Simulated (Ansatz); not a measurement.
The system is PdPt.

```
CELL_PARAMETERS angstrom
1.38340 0.79871 4.56037
-1.38340 0.79871 4.56037
0.00000 -1.59741 4.56037
ATOMIC_POSITIONS crystal
Pt 0.50000 0.50000 0.50000
Pd 0.00000 0.00000 0.00000
```

The cell comes from a database or a generator and needn't be the stable form of this composition.

* Program: Ansatz 0.2.0
* Task: relaxation of cell and atoms
* Functional: PBE
* Potentials or basis: Ansatz PAW
* Cutoff: 420 eV (not typed: the program's choice for these potentials)
* k mesh: 11 × 11 × 11
* Occupations: fermi-dirac, width 0.05 eV
* Spin: no spin polarisation

At the start: volume 15.12 Å³/atom.

Problem. Where does the relaxation end?

Solution. It ends after 5 steps and the volume is 15.42 Å³/atom (+2.0 %); space group R-3m (No. 166, to 0.05 Å).

Step by step:
```tsv
step	energy change (eV)	largest force (eV/Å)	volume (Å³)
1	0.0000	0.0000	30.23
2	-0.0084	0.0000	30.85
3	-0.0084	0.0000	30.84
4	-0.0085	0.0000	30.83
5	-0.0087	0.0000	30.83
```

Final structure:
```
CELL_PARAMETERS angstrom
1.39625 0.80613 4.56540
-1.39625 0.80613 4.56540
0.00000 -1.61225 4.56540
ATOMIC_POSITIONS crystal
Pt 0.50000 0.50000 0.50000
Pd 0.00000 0.00000 0.00000
```

Caveat: the plane-wave basis is chosen anew once the cell has moved, so the energies of steps on either side of that aren't comparable.
